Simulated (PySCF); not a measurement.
# A diatomic session: Pb₂+

The task here is to estimate one member of a computed series from the others.

Program: PySCF 2.14.0. Level of theory: Pb cc-pVDZ-PP with ECP60, scalar-relativistic core potentials. These are calculated values, not measurements.

The first run:

A driver script around PySCF takes these settings:

```yaml
atoms: Pb, Pb
charge: 1
basis: Pb cc-pVDZ-PP with ECP60
Hamiltonian: scalar-relativistic core potentials
basis_functions: 46
electrons_treated: 43
masses_in_u: 207.9766, 207.9766
levels: PBE0, PBE, r²SCAN, PBEsol, BHandHLYP, B2PLYP, LC-ωPBE, HF, MP2, SCS-MP2, CCSD, CCSD(T)
grid: 80 radial by 434 angular points
occupations: held fixed by the projection of orbital angular momentum
dissociation_limit: Pb+ + Pb, each in its ground configuration
starting_distance_in_angstrom: 2.890
values_of_2S_to_try: 1, 3
```

Command:

```
$ OMP_NUM_THREADS=1 python dia.py task.json out
```

Among the steps run: Set-up; PBE0 along the bond; Excited determinants; PBE (GGA); r²SCAN (meta-GGA); PBEsol (GGA); BHandHLYP (global hybrid GGA); B2PLYP; LC-ωPBE; UHF (mean field); Correlated methods on the Hartree–Fock reference.

One table of the session follows, with a row left open; its other results are not shown here.

Energy (eV) from each level's lowest point:

| R (Å) | UHF | UHF-MP2 | UHF-SCS-MP2 | UHF-CCSD | UHF-CCSD(T) |
| --- | --- | --- | --- | --- | --- |
| 2.529 | 0.779 | 0.780 | 0.732 | n/a | n/a |
| 2.647 | 0.324 | 0.327 | 0.289 | 0.378 | 0.395 |
| 2.764 | 0.088 | 0.093 | 0.068 | 0.123 | 0.134 |
| 2.853 | 0.012 | 0.016 | 0.003 | 0.031 | 0.037 |
| 2.941 | 0.000 | 0.000 | 0.000 | 0.000 | 0.000 |
| 3.029 | ? | ? | ? | ? | ? |
| 3.147 | 0.133 | 0.113 | 0.151 | 0.082 | 0.064 |
| 3.294 | 0.312 | 0.266 | 0.337 | 0.216 | 0.182 |
| 3.470 | 0.572 | 0.481 | 0.598 | 0.414 | 0.357 |
| 3.706 | 0.949 | 0.774 | 0.962 | n/a | n/a |

**Question.** Estimate the row for R (Å) = 3.029.

Worked estimate for «UHF». A straight line through the neighbours (2.941, 0.000) and (3.147, 0.133) gives 0.000 + (0.133 − 0.000) × (3.029 − 2.941) / (3.147 − 2.941) = 0.057; a parabola fitted to 4 rows on both sides gives 0.039.

The run gave: UHF: 0.035; UHF-MP2: 0.028; UHF-SCS-MP2: 0.043; UHF-CCSD: 0.014; UHF-CCSD(T): 0.007. In «UHF» the line misses by +0.022 and the parabola by +0.004.
